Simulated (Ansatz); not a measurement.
Geometry optimisation, DFT PBEsol, scalar-relativistic, plane waves, PAW (Ansatz 0.2.0).

The input (input.yaml):

```yaml
crystal:
  lattice:
    - [6.46878, 0.0, 0.0]
    - [-4.851585, 8.403192, 0.0]
    - [0.0, 0.0, 5.25266]
  atoms:
    - { symbol: Mg, position: [0.16666666, 0.22222221, 0.25] }
    - { symbol: Mg, position: [0.33333333, 0.11111111, 0.75] }
    - { symbol: Mg, position: [0.16666665, 0.55555554, 0.25] }
    - { symbol: Mg, position: [0.33333332, 0.44444443, 0.75] }
    - { symbol: Mg, position: [0.16666664, 0.88888886, 0.25] }
    - { symbol: Mg, position: [0.33333331, 0.77777775, 0.75] }
    - { symbol: Mg, position: [0.66666666, 0.22222221, 0.25] }
    - { symbol: Mg, position: [0.83333333, 0.11111111, 0.75] }
    - { symbol: Mg, position: [0.66666665, 0.55555554, 0.25] }
    - { symbol: Mg, position: [0.83333332, 0.44444443, 0.75] }
    - { symbol: Mg, position: [0.66666664, 0.88888886, 0.25] }
    - { symbol: Mg, position: [0.83333331, 0.77777775, 0.75] }
    - { symbol: H, position: [0.83337762, 0.77254714, 0.112487] }
basis:
  ecutwfc: 420.0
kpoints:
  mp_grid: { grid: [3, 2, 3] }
hamiltonian:
  xc: pbesol
scf:
  occupations: { method: fermi_dirac, width: 0.1 }
  lower_state_search: "off"
relax:
  f_tol: 0.03
  max_steps: 60
  adjacent_minimum: "off"
```

Run as:

```bash
$ ansatz run input.yaml --threads 2 --pin off --max-ram 5120MiB --backend cpu --events-out ev --progress --plain --runs-dir out
```

Problem. Where does it end, and by what steps?

Solution. It converged. The force dipped under the threshold on the way, but the program's further checks kept it going. Limits of this set-up: coarse k mesh, odd electron count without spin, a small cell, in which the defect meets its images, a typed lattice constant that wasn't relaxed here. After 4 steps the energy has fallen by 0.043 eV; H13 moved furthest, 0.18 Å.

```tsv
step	energy less start (eV)	largest force component (eV/Å)	accepted
0	0.0000	0.289	yes
1	-0.0349	0.151	yes
2	-0.0422	0.067	yes
3	-0.0435	0.013	yes
4	-0.0435	0.013	yes
```

```xyz
13
Lattice="6.4688 0.0000 0.0000 -4.8516 8.4032 0.0000 0.0000 0.0000 5.2527" Properties=species:S:1:pos:R:3
Mg -0.011 1.853 1.273
Mg 1.628 0.939 3.918
Mg -1.624 4.661 1.281
Mg -0.005 3.735 3.910
Mg -3.190 7.507 1.322
Mg -1.616 6.525 3.913
Mg 3.255 1.874 1.299
Mg 4.852 0.929 3.913
Mg 1.629 4.593 1.312
Mg 3.240 3.733 3.914
Mg -0.044 7.512 1.320
Mg 1.617 6.525 3.961
H 1.616 6.524 0.769
```

Whether the end is a true minimum wasn't checked by a vibrational analysis.

Time of the run: 48 s on 2 threads of Arm Neoverse N1 (shared host), peak memory 0.58 GiB.
